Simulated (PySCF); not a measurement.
# AlGaF₆, a complex of two parts: interaction energy, part 1 of 2

Aim: the interaction energy of `[F][Al]([F])[F]` with `[F][Ga]([F])[F]`.

Programs: PySCF 2.14.0. All values are calculated, for the isolated system unless a continuum is named. Atoms count from 0, parts from 1.

## 1. The system as given

8 atoms, charge 0, multiplicity 1; geometry: GFN2-xTB, rigid scan. Parts: 1 = atoms 0–3, `[F][Al]([F])[F]`, charge 0; 2 = atoms 4–7, `[F][Ga]([F])[F]`, charge 0.

## 2. Counterpoise and decomposition: 1.78 Å

The job: settings as JSON, then the geometry in Å.

```
{"job": {"kind": "inter", "xc": "HF", "basis": "def2-SVPD"}, "charge": 0, "multiplicity": 1, "parts": [{"atoms": "0-3", "charge": 0, "multiplicity": 1}, {"atoms": "4-7", "charge": 0, "multiplicity": 1}]}
F      0.387846    -0.613613    -1.627093
Al     0.064972    -0.812919    -0.047808
F     -0.991773    -0.145333     0.989740
F      1.634582    -0.859246     0.788997
F      2.862235    -3.542478     0.192633
Ga     1.705151    -2.754812     1.181052
F      0.020817    -2.567517     0.241278
F      1.425405    -3.015060     2.851276
```

Level: HF/def2-SVPD interaction energy, counterpoise and uncorrected, gas phase.

Started as:

```sh
OMP_NUM_THREADS=1 python cluster_run.py task.json out
```

One launch serves the whole session: the jobs run in the order shown.

What it wrote:

```text
part 1, own basis, geometry of the cluster
final grid: 46704 points
cycle   1  E = -540.0304806430  dE = -2.689e-01  |g| = 7.552e-01  |ddm| = 2.056e+00
cycle   2  E = -540.1003371407  dE = -6.986e-02  |g| = 4.797e-01  |ddm| = 7.723e-01
cycle   3  E = -540.1360630582  dE = -3.573e-02  |g| = 3.637e-02  |ddm| = 2.742e-01
cycle   4  E = -540.1364746789  dE = -4.116e-04  |g| = 8.207e-03  |ddm| = 4.484e-02
cycle   5  E = -540.1365103037  dE = -3.562e-05  |g| = 3.396e-03  |ddm| = 1.447e-02
cycle   6  E = -540.1365143391  dE = -4.035e-06  |g| = 1.413e-03  |ddm| = 3.837e-03
cycle   7  E = -540.1365153228  dE = -9.837e-07  |g| = 2.098e-04  |ddm| = 2.399e-03
cycle   8  E = -540.1365153472  dE = -2.440e-08  |g| = 2.942e-05  |ddm| = 3.972e-04
cycle   9  E = -540.1365153476  dE = -4.841e-10  |g| = 6.332e-06  |ddm| = 6.219e-05
converged SCF energy = -540.1365153476

part 2, own basis, geometry of the cluster
final grid: 48104 points
cycle   1  E = -2221.0648092235  dE = -8.168e-01  |g| = 8.133e-01  |ddm| = 2.565e+00
cycle   2  E = -2221.1350942724  dE = -7.029e-02  |g| = 5.897e-01  |ddm| = 8.714e-01
cycle   3  E = -2221.1867496516  dE = -5.166e-02  |g| = 4.065e-02  |ddm| = 3.562e-01
cycle   4  E = -2221.1872151732  dE = -4.655e-04  |g| = 1.255e-02  |ddm| = 4.809e-02
cycle   5  E = -2221.1872648418  dE = -4.967e-05  |g| = 5.327e-03  |ddm| = 1.806e-02
cycle   6  E = -2221.1872725093  dE = -7.667e-06  |g| = 1.552e-03  |ddm| = 5.046e-03
cycle   7  E = -2221.1872741759  dE = -1.667e-06  |g| = 5.463e-04  |ddm| = 3.126e-03
cycle   8  E = -2221.1872743058  dE = -1.299e-07  |g| = 2.261e-04  |ddm| = 8.091e-04
cycle   9  E = -2221.1872743332  dE = -2.739e-08  |g| = 3.138e-05  |ddm| = 4.725e-04
cycle  10  E = -2221.1872743339  dE = -6.967e-10  |g| = 9.558e-06  |ddm| = 7.430e-05
converged SCF energy = -2221.1872743339

part 1, own basis, relaxed alone
final grid: 46704 points
cycle   1  E = -540.0700302933  dE = -2.008e-01  |g| = 7.344e-01  |ddm| = 2.056e+00
cycle   2  E = -540.1359735936  dE = -6.594e-02  |g| = 4.483e-01  |ddm| = 7.306e-01
cycle   3  E = -540.1670581919  dE = -3.108e-02  |g| = 3.575e-02  |ddm| = 2.561e-01
cycle   4  E = -540.1674226543  dE = -3.645e-04  |g| = 6.483e-03  |ddm| = 4.253e-02
cycle   5  E = -540.1674490097  dE = -2.636e-05  |g| = 1.907e-03  |ddm| = 1.251e-02
cycle   6  E = -540.1674515571  dE = -2.547e-06  |g| = 3.107e-04  |ddm| = 4.013e-03
cycle   7  E = -540.1674516034  dE = -4.626e-08  |g| = 3.708e-05  |ddm| = 4.730e-04
cycle   8  E = -540.1674516040  dE = -5.568e-10  |g| = 5.767e-06  |ddm| = 6.960e-05
converged SCF energy = -540.1674516040

part 2, own basis, relaxed alone
final grid: 48104 points
cycle   1  E = -2221.1098491485  dE = -7.362e-01  |g| = 7.850e-01  |ddm| = 2.628e+00
cycle   2  E = -2221.1766168944  dE = -6.677e-02  |g| = 5.405e-01  |ddm| = 8.184e-01
cycle   3  E = -2221.2192863774  dE = -4.267e-02  |g| = 4.000e-02  |ddm| = 3.318e-01
cycle   4  E = -2221.2196494855  dE = -3.631e-04  |g| = 9.501e-03  |ddm| = 4.487e-02
cycle   5  E = -2221.2196760120  dE = -2.653e-05  |g| = 3.560e-03  |ddm| = 1.659e-02
cycle   6  E = -2221.2196779479  dE = -1.936e-06  |g| = 7.351e-04  |ddm| = 2.466e-03
cycle   7  E = -2221.2196782492  dE = -3.013e-07  |g| = 1.741e-04  |ddm| = 1.280e-03
cycle   8  E = -2221.2196782695  dE = -2.038e-08  |g| = 2.463e-05  |ddm| = 3.050e-04
cycle   9  E = -2221.2196782699  dE = -3.492e-10  |g| = 6.770e-06  |ddm| = 5.101e-05
converged SCF energy = -2221.2196782699

cluster
final grid: 10568 points
cycle   1  E = -2761.4519875159  dE = -8.559e-02  |g| = 1.353e-01  |ddm| = 2.151e+00
cycle   2  E = -2761.4604914993  dE = -8.504e-03  |g| = 5.206e-02  |ddm| = 3.605e-01
cycle   3  E = -2761.4620406798  dE = -1.549e-03  |g| = 2.386e-02  |ddm| = 1.159e-01
cycle   4  E = -2761.4622332996  dE = -1.926e-04  |g| = 6.371e-03  |ddm| = 3.447e-02
cycle   5  E = -2761.4622513861  dE = -1.809e-05  |g| = 1.459e-03  |ddm| = 1.222e-02
cycle   6  E = -2761.4622525615  dE = -1.175e-06  |g| = 3.075e-04  |ddm| = 3.247e-03
cycle   7  E = -2761.4622525979  dE = -3.644e-08  |g| = 1.291e-04  |ddm| = 5.645e-04
cycle   8  E = -2761.4622526035  dE = -5.549e-09  |g| = 2.643e-05  |ddm| = 2.287e-04
cycle   9  E = -2761.4622526039  dE = -4.238e-10  |g| = 5.746e-06  |ddm| = 6.245e-05
converged SCF energy = -2761.4622526039

part 1 in the basis of the cluster
final grid: 10568 points
cycle   1  E = -540.1389136311  dE = -2.379e-03  |g| = 9.400e-03  |ddm| = 1.027e+00
cycle   2  E = -540.1389368247  dE = -2.319e-05  |g| = 1.197e-03  |ddm| = 1.174e-01
cycle   3  E = -540.1389372903  dE = -4.656e-07  |g| = 1.950e-04  |ddm| = 1.620e-02
cycle   4  E = -540.1389372985  dE = -8.209e-09  |g| = 9.383e-05  |ddm| = 4.660e-04
cycle   5  E = -540.1389373005  dE = -2.001e-09  |g| = 1.771e-05  |ddm| = 1.564e-04
cycle   6  E = -540.1389373007  dE = -1.992e-10  |g| = 4.536e-06  |ddm| = 3.561e-05
converged SCF energy = -540.1389373007

part 2 in the basis of the cluster
final grid: 10568 points
cycle   1  E = -2221.1894908581  dE = -2.198e-03  |g| = 8.995e-03  |ddm| = 1.332e+00
cycle   2  E = -2221.1895133664  dE = -2.251e-05  |g| = 1.389e-03  |ddm| = 1.804e-01
cycle   3  E = -2221.1895138920  dE = -5.256e-07  |g| = 5.565e-04  |ddm| = 2.610e-02
cycle   4  E = -2221.1895139298  dE = -3.780e-08  |g| = 8.283e-05  |ddm| = 9.348e-04
cycle   5  E = -2221.1895139330  dE = -3.217e-09  |g| = 3.120e-05  |ddm| = 3.548e-04
cycle   6  E = -2221.1895139334  dE = -4.247e-10  |g| = 1.499e-05  |ddm| = 4.848e-05
converged SCF energy = -2221.1895139334

Interaction energy (kcal/mol)
  counterpoise      -83.962
  uncorrected       -86.863
  dispersion part     0.000
  deformation        39.747
  binding           -44.215

Decomposition of the uncorrected value (kcal/mol)
  electrostatic    -131.333
  Pauli             104.618
  orbital           -60.149
  dispersion          0.000

Charge of each part in the cluster: 0.025 -0.025
```

It took 7.3 s on 1 thread of Intel Xeon 6975P-C, shared host; peak memory 0.41 GiB.

Contacts at this geometry (a selection, picked against the atoms' radii; other short pairs can be missing):

| atoms | distance (Å) | kind (by distance and angle) | angle (°) |
| --- | --- | --- | --- |
| Al1···F6 | 1.78 | bonding distance | – |
| F3···Ga5 | 1.94 | bonding distance | – |

The decomposition goes in steps from the parts' own densities: electrostatics between them unchanged, then the rise on making their orbitals orthogonal (called Pauli here; it holds the exchange-correlation between the parts too, so it can be small or negative at long range), then orbital relaxation, then the dispersion term. Charges of the parts share the cluster's density out in proportion to the parts' own densities.

The parts:

| part | SMILES | deformation (kcal/mol) | HOMO alone (eV) | charge in the cluster (e) |
| --- | --- | --- | --- | --- |
| 1 | [F][Al]([F])[F] | 19.41 | -17.45 | 0.025 |
| 2 | [F][Ga]([F])[F] | 20.33 | -17.42 | -0.025 |

## 3. Counterpoise and decomposition: 1.87 Å

Settings changed since step 2:

```diff
@@ -5,5 +5,5 @@
 F      1.634582    -0.859246     0.788997
-F      2.862235    -3.542478     0.192633
-Ga     1.705151    -2.754812     1.181052
-F      0.020817    -2.567517     0.241278
-F      1.425405    -3.015060     2.851276
+F      2.860027    -3.630208     0.207088
+Ga     1.702944    -2.842542     1.195506
+F      0.018609    -2.655247     0.255732
+F      1.423197    -3.102790     2.865730
```

Level: HF/def2-SVPD interaction energy, counterpoise and uncorrected, gas phase.

What it wrote:

```text
part 1, own basis, geometry of the cluster: E = -540.1365153476 (as before)

part 2, own basis, geometry of the cluster: E = -2221.1872743339 (as before)

part 1, own basis, relaxed alone: E = -540.1674516040 (as before)

part 2, own basis, relaxed alone: E = -2221.2196782699 (as before)

cluster
final grid: 10568 points
cycle   1  E = -2761.4490327802  dE = -7.238e-02  |g| = 1.245e-01  |ddm| = 2.007e+00
cycle   2  E = -2761.4567238773  dE = -7.691e-03  |g| = 4.919e-02  |ddm| = 3.218e-01
cycle   3  E = -2761.4582219038  dE = -1.498e-03  |g| = 2.160e-02  |ddm| = 1.105e-01
cycle   4  E = -2761.4583881174  dE = -1.662e-04  |g| = 6.179e-03  |ddm| = 3.133e-02
cycle   5  E = -2761.4584047920  dE = -1.667e-05  |g| = 1.404e-03  |ddm| = 1.137e-02
cycle   6  E = -2761.4584058519  dE = -1.060e-06  |g| = 3.132e-04  |ddm| = 2.921e-03
cycle   7  E = -2761.4584058856  dE = -3.373e-08  |g| = 1.261e-04  |ddm| = 5.483e-04
cycle   8  E = -2761.4584058912  dE = -5.559e-09  |g| = 2.459e-05  |ddm| = 2.375e-04
cycle   9  E = -2761.4584058916  dE = -3.765e-10  |g| = 5.519e-06  |ddm| = 6.275e-05
converged SCF energy = -2761.4584058916

part 1 in the basis of the cluster
final grid: 10568 points
cycle   1  E = -540.1385651752  dE = -2.033e-03  |g| = 8.465e-03  |ddm| = 9.342e-01
cycle   2  E = -540.1385843726  dE = -1.920e-05  |g| = 1.067e-03  |ddm| = 1.054e-01
cycle   3  E = -540.1385847564  dE = -3.837e-07  |g| = 1.595e-04  |ddm| = 1.453e-02
cycle   4  E = -540.1385847623  dE = -5.903e-09  |g| = 8.240e-05  |ddm| = 4.349e-04
cycle   5  E = -540.1385847637  dE = -1.470e-09  |g| = 1.506e-05  |ddm| = 1.253e-04
cycle   6  E = -540.1385847639  dE = -1.476e-10  |g| = 3.839e-06  |ddm| = 3.018e-05
converged SCF energy = -540.1385847639

part 2 in the basis of the cluster
final grid: 10568 points
cycle   1  E = -2221.1892561239  dE = -1.966e-03  |g| = 8.364e-03  |ddm| = 1.234e+00
cycle   2  E = -2221.1892759632  dE = -1.984e-05  |g| = 1.289e-03  |ddm| = 1.623e-01
cycle   3  E = -2221.1892764179  dE = -4.546e-07  |g| = 5.251e-04  |ddm| = 2.299e-02
cycle   4  E = -2221.1892764503  dE = -3.241e-08  |g| = 7.363e-05  |ddm| = 8.715e-04
cycle   5  E = -2221.1892764529  dE = -2.569e-09  |g| = 2.713e-05  |ddm| = 3.090e-04
cycle   6  E = -2221.1892764532  dE = -3.342e-10  |g| = 1.338e-05  |ddm| = 4.229e-05
converged SCF energy = -2221.1892764532

Interaction energy (kcal/mol)
  counterpoise      -81.918
  uncorrected       -84.452
  dispersion part     0.000
  deformation        39.747
  binding           -42.171

Decomposition of the uncorrected value (kcal/mol)
  electrostatic    -108.946
  Pauli              75.792
  orbital           -51.298
  dispersion          0.000

Charge of each part in the cluster: 0.019 -0.019
```

Run time: 5.7 s. Hardware: 1 thread of Intel Xeon 6975P-C, shared host; peak memory 0.42 GiB.

In short: -81.92 kcal/mol with counterpoise, basis-set superposition error 2.53.

## 4. Counterpoise and decomposition: 1.96 Å

Settings changed since step 3:

```diff
@@ -5,5 +5,5 @@
 F      1.634582    -0.859246     0.788997
-F      2.860027    -3.630208     0.207088
-Ga     1.702944    -2.842542     1.195506
-F      0.018609    -2.655247     0.255732
-F      1.423197    -3.102790     2.865730
+F      2.857820    -3.717938     0.221542
+Ga     1.700736    -2.930272     1.209961
+F      0.016401    -2.742977     0.270187
+F      1.420989    -3.190520     2.880185
```

With the program's defaults for keys left out, this is: HF/def2-SVPD interaction energy, counterpoise and uncorrected, gas phase.

What it wrote:

```text
part 1, own basis, geometry of the cluster: E = -540.1365153476 (as before)

part 2, own basis, geometry of the cluster
final grid: 48104 points
cycle   1  E = -2221.0648090128  dE = -8.168e-01  |g| = 8.133e-01  |ddm| = 2.565e+00
cycle   2  E = -2221.1350940735  dE = -7.029e-02  |g| = 5.897e-01  |ddm| = 8.714e-01
cycle   3  E = -2221.1867495066  dE = -5.166e-02  |g| = 4.065e-02  |ddm| = 3.562e-01
cycle   4  E = -2221.1872150287  dE = -4.655e-04  |g| = 1.255e-02  |ddm| = 4.809e-02
cycle   5  E = -2221.1872646975  dE = -4.967e-05  |g| = 5.327e-03  |ddm| = 1.806e-02
cycle   6  E = -2221.1872723650  dE = -7.668e-06  |g| = 1.552e-03  |ddm| = 5.046e-03
cycle   7  E = -2221.1872740316  dE = -1.667e-06  |g| = 5.463e-04  |ddm| = 3.126e-03
cycle   8  E = -2221.1872741615  dE = -1.299e-07  |g| = 2.261e-04  |ddm| = 8.091e-04
cycle   9  E = -2221.1872741889  dE = -2.739e-08  |g| = 3.138e-05  |ddm| = 4.725e-04
cycle  10  E = -2221.1872741896  dE = -7.012e-10  |g| = 9.558e-06  |ddm| = 7.430e-05
converged SCF energy = -2221.1872741896

part 1, own basis, relaxed alone: E = -540.1674516040 (as before)

part 2, own basis, relaxed alone: E = -2221.2196782699 (as before)

cluster
final grid: 10568 points
cycle   1  E = -2761.4419131276  dE = -6.087e-02  |g| = 1.140e-01  |ddm| = 1.819e+00
cycle   2  E = -2761.4487474349  dE = -6.834e-03  |g| = 4.607e-02  |ddm| = 2.842e-01
cycle   3  E = -2761.4501562379  dE = -1.409e-03  |g| = 1.947e-02  |ddm| = 1.044e-01
cycle   4  E = -2761.4502989612  dE = -1.427e-04  |g| = 5.946e-03  |ddm| = 2.867e-02
cycle   5  E = -2761.4503140898  dE = -1.513e-05  |g| = 1.337e-03  |ddm| = 1.046e-02
cycle   6  E = -2761.4503150369  dE = -9.470e-07  |g| = 3.049e-04  |ddm| = 2.682e-03
cycle   7  E = -2761.4503150673  dE = -3.045e-08  |g| = 1.201e-04  |ddm| = 5.306e-04
cycle   8  E = -2761.4503150724  dE = -5.124e-09  |g| = 2.292e-05  |ddm| = 2.304e-04
cycle   9  E = -2761.4503150728  dE = -3.397e-10  |g| = 5.460e-06  |ddm| = 6.165e-05
converged SCF energy = -2761.4503150728

part 1 in the basis of the cluster
final grid: 10568 points
cycle   1  E = -540.1382723199  dE = -1.742e-03  |g| = 7.627e-03  |ddm| = 8.493e-01
cycle   2  E = -540.1382883194  dE = -1.600e-05  |g| = 9.579e-04  |ddm| = 9.500e-02
cycle   3  E = -540.1382886412  dE = -3.218e-07  |g| = 1.436e-04  |ddm| = 1.315e-02
cycle   4  E = -540.1382886460  dE = -4.799e-09  |g| = 7.508e-05  |ddm| = 4.062e-04
cycle   5  E = -540.1382886472  dE = -1.193e-09  |g| = 1.304e-05  |ddm| = 1.132e-04
cycle   6  E = -540.1382886473  dE = -1.132e-10  |g| = 3.395e-06  |ddm| = 2.675e-05
converged SCF energy = -540.1382886473

part 2 in the basis of the cluster
final grid: 10568 points
cycle   1  E = -2221.1890335192  dE = -1.745e-03  |g| = 7.709e-03  |ddm| = 1.122e+00
cycle   2  E = -2221.1890507970  dE = -1.728e-05  |g| = 1.181e-03  |ddm| = 1.435e-01
cycle   3  E = -2221.1890511857  dE = -3.886e-07  |g| = 4.856e-04  |ddm| = 2.003e-02
cycle   4  E = -2221.1890512128  dE = -2.712e-08  |g| = 6.596e-05  |ddm| = 8.008e-04
cycle   5  E = -2221.1890512149  dE = -2.065e-09  |g| = 2.359e-05  |ddm| = 2.744e-04
cycle   6  E = -2221.1890512151  dE = -2.688e-10  |g| = 1.191e-05  |ddm| = 3.681e-05
converged SCF energy = -2221.1890512151

Interaction energy (kcal/mol)
  counterpoise      -77.168
  uncorrected       -79.377
  dispersion part     0.000
  deformation        39.747
  binding           -37.421

Decomposition of the uncorrected value (kcal/mol)
  electrostatic     -91.156
  Pauli              55.250
  orbital           -43.471
  dispersion          0.000

Charge of each part in the cluster: 0.013 -0.013
```

It took 6.2 s on 1 thread of Intel Xeon 6975P-C, shared host; peak memory 0.41 GiB.

In short: -77.17 kcal/mol with counterpoise, basis-set superposition error 2.21.

## 5. Interaction energy: 1.69 Å

Settings changed since step 4:

```diff
@@ -5,5 +5,5 @@
 F      1.634582    -0.859246     0.788997
-F      2.857820    -3.717938     0.221542
-Ga     1.700736    -2.930272     1.209961
-F      0.016401    -2.742977     0.270187
-F      1.420989    -3.190520     2.880185
+F      2.864443    -3.454749     0.178179
+Ga     1.707359    -2.667082     1.166598
+F      0.023025    -2.479788     0.226824
+F      1.427613    -2.927330     2.836822
```

Method: HF/def2-SVPD interaction energy, counterpoise and uncorrected, gas phase.

What it wrote:

```text
part 1, own basis, geometry of the cluster: E = -540.1365153476 (as before)

part 2, own basis, geometry of the cluster: E = -2221.1872743339 (as before)

part 1, own basis, relaxed alone: E = -540.1674516040 (as before)

part 2, own basis, relaxed alone: E = -2221.2196782699 (as before)

cluster
final grid: 10568 points
cycle   1  E = -2761.4475880101  dE = -1.007e-01  |g| = 1.465e-01  |ddm| = 2.219e+00
cycle   2  E = -2761.4568335601  dE = -9.246e-03  |g| = 5.471e-02  |ddm| = 3.972e-01
cycle   3  E = -2761.4583963125  dE = -1.563e-03  |g| = 2.620e-02  |ddm| = 1.200e-01
cycle   4  E = -2761.4586182506  dE = -2.219e-04  |g| = 6.522e-03  |ddm| = 3.842e-02
cycle   5  E = -2761.4586376050  dE = -1.935e-05  |g| = 1.506e-03  |ddm| = 1.294e-02
cycle   6  E = -2761.4586388975  dE = -1.293e-06  |g| = 2.917e-04  |ddm| = 3.651e-03
cycle   7  E = -2761.4586389368  dE = -3.926e-08  |g| = 1.243e-04  |ddm| = 5.877e-04
cycle   8  E = -2761.4586389416  dE = -4.853e-09  |g| = 2.902e-05  |ddm| = 1.985e-04
cycle   9  E = -2761.4586389421  dE = -4.611e-10  |g| = 6.682e-06  |ddm| = 6.111e-05
converged SCF energy = -2761.4586389421

part 1 in the basis of the cluster
final grid: 10568 points
cycle   1  E = -540.1393141308  dE = -2.777e-03  |g| = 1.039e-02  |ddm| = 1.121e+00
cycle   2  E = -540.1393420836  dE = -2.795e-05  |g| = 1.343e-03  |ddm| = 1.304e-01
cycle   3  E = -540.1393426523  dE = -5.687e-07  |g| = 2.470e-04  |ddm| = 1.815e-02
cycle   4  E = -540.1393426646  dE = -1.224e-08  |g| = 1.069e-04  |ddm| = 5.121e-04
cycle   5  E = -540.1393426673  dE = -2.784e-09  |g| = 2.102e-05  |ddm| = 2.013e-04
cycle   6  E = -540.1393426676  dE = -2.813e-10  |g| = 5.486e-06  |ddm| = 4.295e-05
converged SCF energy = -540.1393426676

part 2 in the basis of the cluster
final grid: 10568 points
cycle   1  E = -2221.1897488236  dE = -2.455e-03  |g| = 9.629e-03  |ddm| = 1.400e+00
cycle   2  E = -2221.1897741520  dE = -2.533e-05  |g| = 1.485e-03  |ddm| = 1.950e-01
cycle   3  E = -2221.1897747538  dE = -6.018e-07  |g| = 5.827e-04  |ddm| = 2.896e-02
cycle   4  E = -2221.1897747972  dE = -4.345e-08  |g| = 9.380e-05  |ddm| = 9.917e-04
cycle   5  E = -2221.1897748012  dE = -4.002e-09  |g| = 3.547e-05  |ddm| = 4.139e-04
cycle   6  E = -2221.1897748018  dE = -5.289e-10  |g| = 1.661e-05  |ddm| = 5.511e-05
converged SCF energy = -2221.1897748018

Interaction energy (kcal/mol)
  counterpoise      -81.276
  uncorrected       -84.593
  dispersion part     0.000
  deformation        39.747
  binding           -41.529

Decomposition of the uncorrected value (kcal/mol)
  electrostatic    -159.723
  Pauli             145.224
  orbital           -70.094
  dispersion          0.000

Charge of each part in the cluster: 0.033 -0.033
```

Wall time 5.7 s (1 thread of Intel Xeon 6975P-C, shared host); peak memory 0.41 GiB.

In short: -81.28 kcal/mol with counterpoise, basis-set superposition error 3.32.

## 6. Counterpoise and decomposition: 2.22 Å

Settings changed since step 5:

```diff
@@ -5,5 +5,5 @@
 F      1.634582    -0.859246     0.788997
-F      2.864443    -3.454749     0.178179
-Ga     1.707359    -2.667082     1.166598
-F      0.023025    -2.479788     0.226824
-F      1.427613    -2.927330     2.836822
+F      2.851196    -3.981128     0.264905
+Ga     1.694113    -3.193462     1.253324
+F      0.009778    -3.006167     0.313550
+F      1.414366    -3.453709     2.923547
```

Level: HF/def2-SVPD interaction energy, counterpoise and uncorrected, gas phase.

What it wrote:

```text
part 1, own basis, geometry of the cluster: E = -540.1365153476 (as before)

part 2, own basis, geometry of the cluster: E = -2221.1872743339 (as before)

part 1, own basis, relaxed alone: E = -540.1674516040 (as before)

part 2, own basis, relaxed alone: E = -2221.2196782699 (as before)

cluster
final grid: 10568 points
cycle   1  E = -2761.4127191279  dE = -3.529e-02  |g| = 8.508e-02  |ddm| = 1.257e+00
cycle   2  E = -2761.4170606610  dE = -4.342e-03  |g| = 3.597e-02  |ddm| = 1.970e-01
cycle   3  E = -2761.4180482276  dE = -9.876e-04  |g| = 1.469e-02  |ddm| = 8.377e-02
cycle   4  E = -2761.4181410685  dE = -9.284e-05  |g| = 5.017e-03  |ddm| = 2.249e-02
cycle   5  E = -2761.4181517624  dE = -1.069e-05  |g| = 1.092e-03  |ddm| = 8.144e-03
cycle   6  E = -2761.4181524140  dE = -6.516e-07  |g| = 2.430e-04  |ddm| = 2.259e-03
cycle   7  E = -2761.4181524347  dE = -2.076e-08  |g| = 9.940e-05  |ddm| = 4.516e-04
cycle   8  E = -2761.4181524382  dE = -3.520e-09  |g| = 1.941e-05  |ddm| = 1.734e-04
cycle   9  E = -2761.4181524385  dE = -2.583e-10  |g| = 5.404e-06  |ddm| = 5.329e-05
converged SCF energy = -2761.4181524385

part 1 in the basis of the cluster
final grid: 10568 points
cycle   1  E = -540.1377085243  dE = -1.184e-03  |g| = 5.906e-03  |ddm| = 6.533e-01
cycle   2  E = -540.1377190107  dE = -1.049e-05  |g| = 7.614e-04  |ddm| = 7.235e-02
cycle   3  E = -540.1377192360  dE = -2.253e-07  |g| = 1.606e-04  |ddm| = 1.020e-02
cycle   4  E = -540.1377192410  dE = -4.969e-09  |g| = 6.353e-05  |ddm| = 3.303e-04
cycle   5  E = -540.1377192419  dE = -9.376e-10  |g| = 1.027e-05  |ddm| = 1.288e-04
converged SCF energy = -540.1377192419

part 2 in the basis of the cluster
final grid: 10568 points
cycle   1  E = -2221.1884532490  dE = -1.169e-03  |g| = 5.814e-03  |ddm| = 8.202e-01
cycle   2  E = -2221.1884642513  dE = -1.100e-05  |g| = 8.769e-04  |ddm| = 9.823e-02
cycle   3  E = -2221.1884644954  dE = -2.441e-07  |g| = 3.592e-04  |ddm| = 1.360e-02
cycle   4  E = -2221.1884645109  dE = -1.552e-08  |g| = 5.228e-05  |ddm| = 6.026e-04
cycle   5  E = -2221.1884645122  dE = -1.299e-09  |g| = 1.848e-05  |ddm| = 2.078e-04
cycle   6  E = -2221.1884645124  dE = -1.728e-10  |g| = 9.901e-06  |ddm| = 2.825e-05
converged SCF energy = -2221.1884645124

Interaction energy (kcal/mol)
  counterpoise      -57.711
  uncorrected       -59.201
  dispersion part     0.000
  deformation        39.747
  binding           -17.965

Decomposition of the uncorrected value (kcal/mol)
  electrostatic     -55.897
  Pauli              22.252
  orbital           -25.556
  dispersion          0.000

Charge of each part in the cluster: 0.002 -0.002
```

Wall time 5.4 s (1 thread of Intel Xeon 6975P-C, shared host); peak memory 0.41 GiB.

Counterpoise interaction energy: -57.71 kcal/mol.

(Continued in part 2 of 2.)
